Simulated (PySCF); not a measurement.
**CaI: from the state search to spectroscopic constants**

One table from this session's results is given with a row withheld; the runs are named, their logs left out.

Computed with PySCF 2.14.0. Level: Ca def2-TZVPP, I def2-TZVPP with ECP28, scalar-relativistic core potentials.

Set-up of the first run:

Settings of the job:

* atoms: Ca, I
* charge: 0
* basis: Ca def2-TZVPP, I def2-TZVPP with ECP28
* Hamiltonian: scalar-relativistic core potentials
* basis functions: 86
* electrons treated: 45
* masses in u: 39.9626, 126.9045
* levels: PBE0, PBE, r²SCAN, TPSSh, M06-2X, BHandHLYP, B2PLYP, ωB97M-V, HF, MP2, SCS-MP2, CCSD, CCSD(T)
* grid: 80 radial by 434 angular points
* occupations: held fixed by the projection of orbital angular momentum
* dissociation limit: Ca + I, each in its ground configuration
* starting distance in angstrom: 2.900
* values of 2S to try: 1, 3

Run with:

```
OMP_NUM_THREADS=1 python dia.py task.json out
```

Among the steps run: Input; The PBE0 curve of the state that the search chose; Other states along the same grid; PBE; r²SCAN; TPSSh; M06-2X (hybrid meta-GGA); BHandHLYP (global hybrid GGA); B2PLYP (double hybrid); ωB97M-V; UHF; MP2 and coupled cluster.

One of the session's tables, all rows but one given; the rest of the session is left out.

It belongs to the step «The curves together». Energy (eV) from each level's lowest point:

```
R (Å)    UHF  UHF-MP2  UHF-SCS-MP2  UHF-CCSD  UHF-CCSD(T)
2.436  1.170    0.936        0.986       n/a          n/a
2.550  0.592    0.436        0.468     0.479        0.469
2.663      ?        ?            ?         ?            ?
2.748  0.098    0.044        0.053     0.057        0.053
2.833  0.022    0.000        0.001     0.003        0.002
2.918  0.000    0.005        0.000     0.000        0.000
3.031  0.034    0.068        0.055     0.053        0.054
3.173  0.145    0.206        0.185     0.181        0.183
3.343  0.338    0.420        0.392     0.386        0.389
3.570  0.643    0.740        0.707       n/a          n/a
```

**Question.** Estimate the row for R (Å) = 2.663.

Worked estimate for «UHF». A straight line through the neighbours (2.550, 0.592) and (2.748, 0.098) gives 0.592 + (0.098 − 0.592) × (2.663 − 2.550) / (2.748 − 2.550) = 0.310; a parabola fitted to 4 rows on both sides gives 0.237.

The run gave: UHF: 0.246; UHF-MP2: 0.153; UHF-SCS-MP2: 0.171; UHF-CCSD: 0.177; UHF-CCSD(T): 0.172. In «UHF» the line misses by +0.064 and the parabola by -0.009.
